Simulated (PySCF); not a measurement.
**TiH: a composite coupled-cluster curve**

The task here is to estimate one member of a computed series from the others.

Program: PySCF 2.14.0. Level of theory: CCSD(T) on ROHF, no relativity in the base curves; scalar relativity is added as a correction. These are calculated values, not measurements.

Set-up of the first run:

```
molecule             : TiH
state                : quartet, unpaired electrons σ ↑, π ↑, δ ↑
smaller basis        : Ti cc-pVTZ, H cc-pVTZ
larger basis         : Ti cc-pVQZ, H cc-pVQZ
frozen core orbitals : 9
extrapolation        : correlation as n⁻³ (n = 3, 4), Hartree–Fock as (n+1)·exp(−9√n)
corrections          : core–valence correlation, scalar relativity
distances (Å)        : 1.5530, 1.6236, 1.6942, 1.7648, 1.8353, 1.9236, 2.0118
masses (u)           : 47.9479, 1.0078
dissociation limit   : Ti + H
```

The run is started by

```
> OMP_NUM_THREADS=4 python comp.py task.json out
```

Steps of the session up to this table: Coupled cluster at each distance.

One table of the session follows, with a row left open; its other results are not shown here.

Parts of the energy along the bond, in eV from Ti + H:

| R (Å) | HF/CBS | CCSD corr. | (T) | core–valence | relativity |
| --- | --- | --- | --- | --- | --- |
| 1.5530 | -1.081 | -0.679 | -0.0273 | -0.0945 | 0.0476 |
| 1.6236 | ? | ? | ? | ? | ? |
| 1.6942 | -1.480 | -0.591 | -0.0210 | -0.0385 | 0.0457 |
| 1.7648 | -1.569 | -0.557 | -0.0185 | -0.0151 | 0.0452 |
| 1.8353 | -1.604 | -0.529 | -0.0165 | 0.0055 | 0.0450 |
| 1.9236 | -1.588 | -0.501 | -0.0145 | 0.0278 | 0.0447 |
| 2.0118 | -1.522 | -0.480 | -0.0131 | 0.0466 | 0.0445 |

Estimate the missing values for R (Å) = 1.6236.

Worked estimate for «HF/CBS». A straight line through the neighbours (1.5530, -1.081) and (1.6942, -1.480) gives -1.081 + (-1.480 + 1.081) × (1.6236 − 1.5530) / (1.6942 − 1.5530) = -1.280; a parabola fitted to 3 rows on both sides gives -1.317.

The run gave: HF/CBS: -1.323; CCSD corr.: -0.632; (T): -0.0239; core–valence: -0.0649; relativity: 0.0464. In «HF/CBS» the line misses by +0.043 and the parabola by +0.006.

Caveats from the session: Spin–orbit coupling and excitations beyond (T) are left out.
